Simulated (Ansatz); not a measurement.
Task: a small convex hull of the Lu-Se system, with Ansatz's Python interface. Give the script and its output. Settings (first run): PBEsol, PAW, cutoff 320 eV, 7×7×7 k-points, Fermi-Dirac smearing of 0.05 eV.

`luse_luse_fm_3m.cif`
```cif
data_LuSe
_cell_length_a 3.942827
_cell_length_b 3.942827
_cell_length_c 3.942827
_cell_angle_alpha 60.00000
_cell_angle_beta 60.00000
_cell_angle_gamma 60.00000
_symmetry_space_group_name_H-M 'P 1'
_symmetry_Int_Tables_number 1
loop_
_symmetry_equiv_pos_as_xyz
'x, y, z'
loop_
_atom_site_label
_atom_site_type_symbol
_atom_site_fract_x
_atom_site_fract_y
_atom_site_fract_z
Lu1 Lu    0.000000    0.000000    0.000000
Se2 Se    0.500000    0.500000    0.500000
```

Input file `luse_luse2_p4_nmm.vasp`:
```text
LuSe2
1.0
   4.00560461    0.00000000    0.00000000
   0.00000000    4.00560461    0.00000000
   0.00000000    0.00000000    8.12390357
Lu Se
2 4
Direct
   0.00000000    0.50000000    0.72711868
   0.50000000    0.00000000    0.27288132
   0.00000000    0.50000000    0.37095288
   0.50000000    0.00000000    0.62904712
   0.00000000    0.00000000    0.00000000
   0.50000000    0.50000000    0.00000000
```

Input file `luse_lu.cif`:
```cif
data_Lu
_cell_length_a 3.503100
_cell_length_b 3.503100
_cell_length_c 5.550900
_cell_angle_alpha 90.00000
_cell_angle_beta 90.00000
_cell_angle_gamma 120.00000
_symmetry_space_group_name_H-M 'P 1'
_symmetry_Int_Tables_number 1
loop_
_symmetry_equiv_pos_as_xyz
'x, y, z'
loop_
_atom_site_label
_atom_site_type_symbol
_atom_site_fract_x
_atom_site_fract_y
_atom_site_fract_z
Lu1 Lu    0.333333    0.666667    0.250000
Lu2 Lu    0.666667    0.333333    0.750000
```

The script reads `luse_se.cif`:
```cif
data_Se
_cell_length_a 4.366200
_cell_length_b 4.366200
_cell_length_c 4.953600
_cell_angle_alpha 90.00000
_cell_angle_beta 90.00000
_cell_angle_gamma 120.00000
_symmetry_space_group_name_H-M 'P 1'
_symmetry_Int_Tables_number 1
loop_
_symmetry_equiv_pos_as_xyz
'x, y, z'
loop_
_atom_site_label
_atom_site_type_symbol
_atom_site_fract_x
_atom_site_fract_y
_atom_site_fract_z
Se1 Se    0.225400    0.000000    0.333333
Se2 Se    0.000000    0.225400    0.666667
Se3 Se    0.774600    0.774600    0.000000
```

Script `run_hull.py`:
```python
"""Stability of Lu-Se compounds against each other, after relaxing cells and atoms."""

from collections import Counter
import warnings

import ansatz as az
from ase.io import read
import pandas as pd
from pymatgen.analysis.phase_diagram import PDEntry, PhaseDiagram
from pymatgen.core import Composition


def run_phase(name, crystal):
    calc = (
        crystal.calculation()
        .functional("pbesol")
        .basis(320, density_ratio=8)
        .scf(tolerance=1e-05, self_checks="low")
        .kpoints(spacing=0.3)
        .occupations("fermi_dirac", width=0.05)
    )
    calc = calc.relax(force_tolerance=0.03, max_steps=40, cell=True)
    return calc.run(threads=1, backend="cpu")


def counts(outcome):
    return Counter(site.symbol for site in outcome.lattice.sites)

warnings.simplefilter("ignore", az.DeckWarning)

phases = {}
atoms = read("luse_luse_fm_3m.cif")
luse_fm_3m = az.Crystal.from_ase(atoms)
phases["LuSe Fm-3m"] = luse_fm_3m
atoms = read("luse_luse2_p4_nmm.vasp", format="vasp")
luse2_p4_nmm = az.Crystal.from_ase(atoms)
phases["LuSe2 P4/nmm"] = luse2_p4_nmm
atoms = read("luse_lu.cif")
lu = az.Crystal.from_ase(atoms)
phases["Lu"] = lu
atoms = read("luse_se.cif")
se = az.Crystal.from_ase(atoms)
phases["Se"] = se

done = {}
for name, crystal in phases.items():
    done[name] = run_phase(name, crystal)
    print(f"{name}: {done[name].report['energy_sigma0_ev']:.4f} eV, {len(done[name].lattice.sites)} atoms")

entries = [PDEntry(Composition(dict(counts(o))), o.report["energy_sigma0_ev"], name=name) for name, o in done.items()]
diagram = PhaseDiagram(entries)
rows = [(e.name, e.composition.get_atomic_fraction("Se"), diagram.get_form_energy_per_atom(e), diagram.get_e_above_hull(e)) for e in entries]
rows.sort(key=lambda row: row[1])
print(pd.DataFrame(rows, columns=["phase", "x(Se)", "E_form (eV/atom)", "above hull (eV/atom)"]).round(4).to_string(index=False))
print("on the hull of these phases:", ", ".join(row[0] for row in rows if row[3] < 1e-6))
```

Running `python run_hull.py` prints:
```text
LuSe Fm-3m: -20038.9071 eV, 2 atoms
LuSe2 P4/nmm: -50928.6927 eV, 6 atoms
Lu: -29222.9626 eV, 2 atoms
Se: -16272.5961 eV, 3 atoms
       phase  x(Se)  E_form (eV/atom)  above hull (eV/atom)
          Lu 0.0000            0.0000                   0.0
  LuSe Fm-3m 0.5000           -1.6136                   0.0
LuSe2 P4/nmm 0.6667           -1.4892                   0.0
          Se 1.0000            0.0000                   0.0
on the hull of these phases: Lu, LuSe Fm-3m, LuSe2 P4/nmm, Se
```

Notes:
- These settings explore the input space; cutoff and mesh may be short of convergence.
- The cutoff lies under the one recommended for these potentials.
- For the metals among these phases the mesh is modest: differences between phases can be off by up to 40 meV an atom.
- The program warned that this SCF threshold is loose for forces or stresses.
- The cells come from databases of deposited and of computed structures, and not all need be stable phases.
- Differences under about 40 meV an atom lie within the error of mesh and functional, so such verdicts may flip; only the cells listed enter the hull.
- The script silences the warnings on its input, which a real study should read.
- Hardware and time: 76 s on 1 thread of Arm Neoverse V2 (shared host), peak memory 0.7 GiB.

(Lines on the test bed's own set-up are left out of the output.)
